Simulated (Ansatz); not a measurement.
# BAsH (quartet): wave-function methods side by side, cc-pVDZ

How much of the correlation energy of BAsH (quartet) does each wave-function method recover here?

Method: cc-pVDZ, core rule «outside noble gas», up to 15 orbitals frozen; program: Ansatz 0.2.0, Gaussian basis.

To be run: UHF; CCSD(T) on ROHF; CCSD(T) on UHF; BCCD(T) on ROHF; CISD; CCSDT(Q) on ROHF; CCSDT(Q) on UHF; CCSDTQ on ROHF; CCSDTQ on UHF; CASSCF and MRCISD+Q, 9 electrons in 9 orbitals; CASSCF and NEVPT2, 9 electrons in 9 orbitals.

3 further runs of the same task are left out: 3 set aside as unsound or not needed.

## (1) The geometry

The geometry is a PBE0/def2-TZVP stationary point (not a proven minimum). No spin-orbit coupling is included. The filled d shell of As may be among the frozen orbitals whatever the setting's name suggests; the logs give the count.

3 atoms, charge 0, spin multiplicity 4.

Atoms are counted from 1 here; the program's logs count them from 0.

Bond lengths: B1–As2 1.980 Å, As2–H3 1.547 Å. Angles: B1–As2–H3 99.4°.

## (2) UHF

in.yaml reads:

```yaml
crystal:
  periodic: [false, false, false]
  atoms:
    - {symbol: B, position_ang: [0.000000, 0.070014, 1.734991]}
    - {symbol: As, position_ang: [0.000000, -0.030035, -0.242675]}
    - {symbol: H, position_ang: [0.000000, 1.481599, -0.570889]}
basis:
  gaussian: {orbitals: cc-pVDZ}
magnetization: {spin_polarized: true, initial_magnetization: 3}
hamiltonian: {xc: hf}
output: {orbitals: {seedname: orbitals}}
```

On the command line:

```console
$ ansatz run in.yaml --threads 1 --pin off --events-out ev --progress --plain --max-ram 2816MiB --backend cpu
```

After this run come: CCSD(T) on ROHF; CCSD(T) on UHF; BCCD(T) on ROHF; CISD; CCSDT(Q) on ROHF; CCSDT(Q) on UHF; CCSDTQ on ROHF; CCSDTQ on UHF; CASSCF and MRCISD+Q, 9 electrons in 9 orbitals; CASSCF and NEVPT2, 9 electrons in 9 orbitals.

Q: Predict the results of all the runs planned. Wanted: UCCSDTQ below the RHF energy; RMP2 from UCCSDTQ; UMP2 from UCCSDTQ; RCCSD from UCCSDTQ; RCCSD(T) from UCCSDTQ; UCCSD(T) from UCCSDTQ; RCCSDT(Q) from UCCSDTQ; UCCSDT(Q) from UCCSDTQ; NEVPT2 valence from UCCSDTQ.

As calculated:

```
                         quantity                                                            value
     UCCSDTQ below the RHF energy                                                       -4.5444 eV
                RMP2 from UCCSDTQ                                                    +100.4 kJ/mol
                UMP2 from UCCSDTQ                                                    +101.9 kJ/mol
               RCCSD from UCCSDTQ                                                     +19.0 kJ/mol
            RCCSD(T) from UCCSDTQ                                                      +4.6 kJ/mol
            UCCSD(T) from UCCSDTQ                                                      +4.3 kJ/mol
           RCCSDT(Q) from UCCSDTQ                                                      +0.4 kJ/mol
           UCCSDT(Q) from UCCSDTQ                                                       0.0 kJ/mol
      NEVPT2 valence from UCCSDTQ                                                     +72.1 kJ/mol
    MRCISD+Q valence from UCCSDTQ                                                      +3.1 kJ/mol
levels within 1 kcal/mol (43 meV)  RCCSDT, UCCSDT, RCCSDT(Q), UCCSDT(Q), RCCSDTQ, MRCISD+Q valence
                    T1 diagnostic                                                            0.034
   effectively unpaired electrons                                                             3.02
```

In words: RCCSD(T) misses by +4.6 kJ/mol, 1.1 % of the correlation energy. One determinant dominates. Of the multireference levels listed MRCISD+Q valence comes nearest in total energy (+3.1 kJ/mol), which doesn't show that its space is the better one. These misses are within one basis, not against nature; the frozen cores of restricted and unrestricted runs differ, which can shift their rows.
